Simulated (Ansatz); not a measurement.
**CuNi3 under changes of volume**

One of the cells (10.700 Å³/atom); the others are scaled copies at fixed shape and fractional positions:

```
CELL_PARAMETERS angstrom
-1.75621 1.75621 3.46918
1.75621 -1.75621 3.46918
1.75621 1.75621 -3.46918
ATOMIC_POSITIONS crystal
Cu 0.00000 0.00000 0.00000
Ni 0.50000 0.50000 0.00000
Ni 0.25000 0.75000 0.50000
Ni 0.75000 0.25000 0.50000
```

The cell comes from a database or a generator and needn't be the stable form of this composition.

| Quantity | Value |
| --- | --- |
| Program | Ansatz 0.2.0 |
| Functional | PBEsol |
| Potentials or basis | all-electron LAPW, scalar-relativistic |
| Cutoff | 318 eV (chosen from the basis error) |
| Basis error allowed | 0.001 eV/atom |
| k mesh | 11 × 11 × 11 |
| Occupations | fermi-dirac, width 0.05 eV |
| Spin | collinear spin, ferromagnetic start |
| Starting moments | [0.6, 1.0, 1.0, 1.0] μB |

```tsv
volume (Å³/atom)	energy over the lowest point (meV/atom)	pressure (GPa)	moment (μB per cell)
10.058	?	?	?
10.272	5.81	6.9	1.50
10.486	0.00	2.0	1.52
10.700	0.31	-2.3	1.54
10.914	6.04	-6.1	1.55
11.128	16.58	-9.5	1.57
11.342	31.40	-12.5	1.59
```

Task: What does the run at 10.058 Å³/atom give?

Result: Energy over the lowest point 18.50 meV/atom; pressure 12.3 GPa; moment 1.47 μB per cell.

Worked out: A Birch-Murnaghan fit of order 3 (a polynomial in V^(-2/3)) to the other rows has its minimum at 10.58 Å³/atom with B0 = V·E''(V) = 214 GPa and B' = 4.9 at fixed shape and positions, which overstates the stiffness. It gives 18.50 meV/atom at 10.058 Å³/atom, against the run's 18.50, and -dE/dV = 12.3 GPa, against 12.3. A straight line through the other rows of the moment, of slope 0.0814 μB per Å³/atom, extrapolates to 1.48 μB, against the run's 1.47.

Energies are extrapolated to zero smearing.
